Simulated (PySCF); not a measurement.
**RhS₂⁻: structure of the triplet**

Where does triplet RhS₂⁻ go from a PBE0 minimum start, is the end point a minimum, and what are its modes, charges and moments?

Computed with PySCF 2.14.0. Level: PBE0, basis Rh def2-SVPD with ECP28, S def2-SVPD, scalar-relativistic core potentials, no spin–orbit coupling, density fitting.

### Step 1. The system as given

3 atoms, charge -1, spin multiplicity 3.

Bond lengths: Rh1–S2 2.105 Å, Rh1–S3 2.105 Å. Angles: S2–Rh1–S3 121.5°.

```xyz
3
charge -1 multiplicity 3
Rh    0.2811    0.2811    0.0000
S    -0.4461   -0.4461    1.8363
S    -0.4461   -0.4461   -1.8363
```

### Step 2. The SCF at the typed geometry

One driver script runs all steps and calls PySCF; scf.py shows how it sets up the SCF of each step. The optimiser is the driver's own. After this first run the driver tries any further starts and a stability analysis.

scf.py

```python
from pyscf import gto, scf, dft
mol = gto.M(atom='''
Rh     0.281072     0.281072    -0.000000
S     -0.446084    -0.446084     1.836310
S     -0.446084    -0.446084    -1.836310''',
    basis={'Rh': 'def2-SVPD', 'S': 'def2-SVPD'},
    ecp={'Rh': 'def2-SVPD'},
    charge=-1, spin=2)
mf = dft.UKS(mol, xc='PBE0')
mf.grids.atom_grid = (50, 194)
aux = {'Rh': 'def2-universal-JKFIT', 'S': 'def2-universal-JKFIT'}
mf = mf.density_fit(auxbasis=aux)
mf.conv_tol = 1e-08
mf.diis_space = 10
mf.max_cycle = 60
mf.init_guess = 'minao'
mf.verbose = 4
mf.kernel()
```

Command:

```console
$ OMP_NUM_THREADS=2 python axn.py task.json out
```

The program printed:

```text
init E= -896.450046696841
[... the frontier-level lines of each cycle are left out ...]
cycle= 1 E= -904.992372074939  delta_E= -8.54  |g|= 1.49  |ddm|= 2.63
cycle= 2 E= -888.593862266885  delta_E= 16.4  |g|= 3.77  |ddm|=  114
cycle= 3 E= -906.185671685835  delta_E= -17.6  |g|= 0.656  |ddm|=  114
cycle= 4 E= -906.424761485331  delta_E= -0.239  |g|= 0.295  |ddm|= 1.07
cycle= 5 E= -906.466482148171  delta_E= -0.0417  |g|= 0.119  |ddm|= 0.531
cycle= 6 E= -906.474109028425  delta_E= -0.00763  |g|= 0.0228  |ddm|= 0.174
cycle= 7 E= -906.474754228774  delta_E= -0.000645  |g|= 0.00803  |ddm|= 0.0494
cycle= 8 E= -906.474982583287  delta_E= -0.000228  |g|= 0.0118  |ddm|= 0.0455
cycle= 9 E= -906.475041781149  delta_E= -5.92e-05  |g|= 0.0116  |ddm|= 0.0201
cycle= 10 E= -906.47512366484  delta_E= -8.19e-05  |g|= 0.00728  |ddm|= 0.0216
cycle= 11 E= -906.475186181314  delta_E= -6.25e-05  |g|= 0.00173  |ddm|= 0.0368
cycle= 12 E= -906.475192531547  delta_E= -6.35e-06  |g|= 0.000871  |ddm|= 0.00831
cycle= 13 E= -906.475198881481  delta_E= -6.35e-06  |g|= 0.000476  |ddm|= 0.0113
cycle= 14 E= -906.475206411387  delta_E= -7.53e-06  |g|= 0.000254  |ddm|= 0.0228
cycle= 15 E= -906.475207654456  delta_E= -1.24e-06  |g|= 0.000109  |ddm|= 0.01
cycle= 16 E= -906.475207788424  delta_E= -1.34e-07  |g|= 3.77e-05  |ddm|= 0.00423
cycle= 17 E= -906.475207788723  delta_E= -2.98e-10  |g|= 4.78e-05  |ddm|= 0.000149
Extra cycle  E= -906.475207774071  delta_E= 1.47e-08  |g|= 0.000151  |ddm|= 0.000256
converged SCF energy = -906.475207774071  <S^2> = 2.0208082  2S+1 = 3.0138402
```

This step, with its further starts and checks, needed 10 s of wall time on 2 threads of Intel Xeon 6975P-C (Granite Rapids), shared host.

Energies from each starting density:

```tsv
start	energy (Eh)
the minimal-basis guess	-906.475208
a thermally smeared density	-906.475208
a smeared PBE density	-906.475208
```

No lower solution of this spin turned up from the other starts or in the test of internal stability.

### Step 3. PBE0 minimum start, triplet: relaxation

The program finds C2v symmetry in the start, which this walk keeps. The walk stops when the largest gradient is under 0.0003 Eh/bohr and the energy has settled too.

Edit scf.py of step 2 so:

```diff
@@ -3,3 +3,3 @@
-Rh     0.281072     0.281072    -0.000000
-S     -0.446084    -0.446084     1.836310
-S     -0.446084    -0.446084    -1.836310''',
+Rh     0.278678     0.278678     0.000000
+S     -0.448478    -0.448478     1.836310
+S     -0.448478    -0.448478    -1.836310''',
@@ -16 +15,0 @@
-mf.init_guess = 'minao'
```

Energy and gradient, step by step:

```tsv
step	energy (Eh)	change (kJ/mol)	largest symmetric gradient (Eh/bohr)
0	-906.475208	0.00	0.00036
1	-906.475209	0.00	0.00018
```

The walk took 2.9 s.

After 1 steps and 0.0 kJ/mol it ends at C2v: Rh–S 2.104 Å (×2); S–Rh–S 121.7°.

### Step 4. Hessian and properties

The point is checked on the finer grid, and tightened if its gradient asks for it. The Hessian and the dipole derivatives come from central differences of analytic gradients, with steps of 0.02 bohr.

Edit scf.py of step 3 so:

```diff
@@ -3,3 +3,3 @@
-Rh     0.278678     0.278678     0.000000
-S     -0.448478    -0.448478     1.836310
-S     -0.448478    -0.448478    -1.836310''',
+Rh     0.278349     0.278349     0.000000
+S     -0.447399    -0.447399     1.837409
+S     -0.447399    -0.447399    -1.837409''',
@@ -10 +10 @@
-mf.grids.atom_grid = (50, 194)
+mf.grids.atom_grid = (75, 302)
@@ -13 +13 @@
-mf.conv_tol = 1e-08
+mf.conv_tol = 1e-10
```

The driver hands on the density of the step before, so the log starts near convergence.

Log of the central SCF (cycles and frontier levels):

```text
init E= -906.475250921805
[... the frontier-level lines of each cycle are left out ...]
cycle= 1 E= -906.475250921799  delta_E= 6.59e-12  |g|= 1.04e-06  |ddm|= 1.34e-06
Extra cycle  E= -906.475250921791  delta_E= 7.5e-12  |g|= 4.16e-06  |ddm|= 5.02e-06
converged SCF energy = -906.475250921791  <S^2> = 2.0207367  2S+1 = 3.0137928
```

The whole step took 30 s.

Geometry: C2v; Rh–S 2.105 Å (×2); S–Rh–S 121.6°.

Modes, for the most abundant isotopes:

```json
{"symmetry": "a1", "ω (cm⁻¹)": "117", "IR (km/mol)": "2.3", "μ (u)": "38.37", "type": "bend"}
{"symmetry": "a1", "ω (cm⁻¹)": "467", "IR (km/mol)": "15.8", "μ (u)": "35.42", "type": "stretch"}
{"symmetry": "b2", "ω (cm⁻¹)": "476", "IR (km/mol)": "138", "μ (u)": "41.07", "type": "stretch"}
```

No imaginary mode, so this is a minimum.

Constants and moments:

```
Dipole moment about the centre of mass                          : 3.10 D
Highest occupied level                                          : -1.30 eV
Lowest empty level                                              : 0.96 eV
Rotational constants                                            : 0.4058, 0.07809, 0.06549 cm⁻¹
Zero-point energy                                               : 6.3 kJ/mol
Principal polarisabilities                                      : 91.6, 157.7, 175.5 bohr³
Principal traceless quadrupole moments about the centre of mass : -13.52, 4.61, 8.92 D Å
Entropy at 298.15 K and 1 bar (electronic part: spin only)      : 304.8 J/(mol K)
Heat capacity Cp at 298.15 K                                    : 52.3 J/(mol K)
Enthalpy at 298.15 K above 0 K                                  : 13.05 kJ/mol
Rotational symmetry number                                      : 2
Spin squared ⟨S²⟩                                               : 2.021
```

Charges (e) and bond orders:

| atom | Mulliken | Löwdin | polar tensor | spin (Mulliken) | Mayer order to Rh1 |
| --- | --- | --- | --- | --- | --- |
| Rh1 | 0.20 | -0.60 | 0.59 | 1.10 | – |
| S2,3 | -0.60 | -0.20 | -0.79 | 0.45 | 1.48 |

Mulliken populations on Rh1 (outside its core potential): s 2.65, p 6.23, d 7.92, f 0.01.

### Step 5. What came out

| quantity | value |
| --- | --- |
| minimum | triplet, C2v |
| geometry | Rh–S 2.105 Å (×2); S–Rh–S 121.6° |
| wavenumbers (cm⁻¹) | 117 (a1), 467 (a1), 476 (b2) |
| dipole moment (centre of mass) | 3.10 D |
| highest occupied, lowest empty level (either spin) | -1.30, 0.96 eV |
| polar-tensor charge of Rh1 | +0.59 e |
| zero-point energy | 6.3 kJ/mol |
| entropy at 298.15 K | 304.8 J/(mol K) |
| ⟨S²⟩ | 2.021 |

**Reading.** The PBE0 minimum start keeps its C2v symmetry and ends in a minimum. In the infrared the band at 476 cm⁻¹ (b2, stretch) leads. Most of the spin sits on Rh1 (Mulliken spin 1.10, against 2 for the whole molecule). Other starts or spin states, not run here, may lie lower. Open d and f shells are described by one determinant, and the ground state may have another occupation or spin.

The search up to here took 44 s.
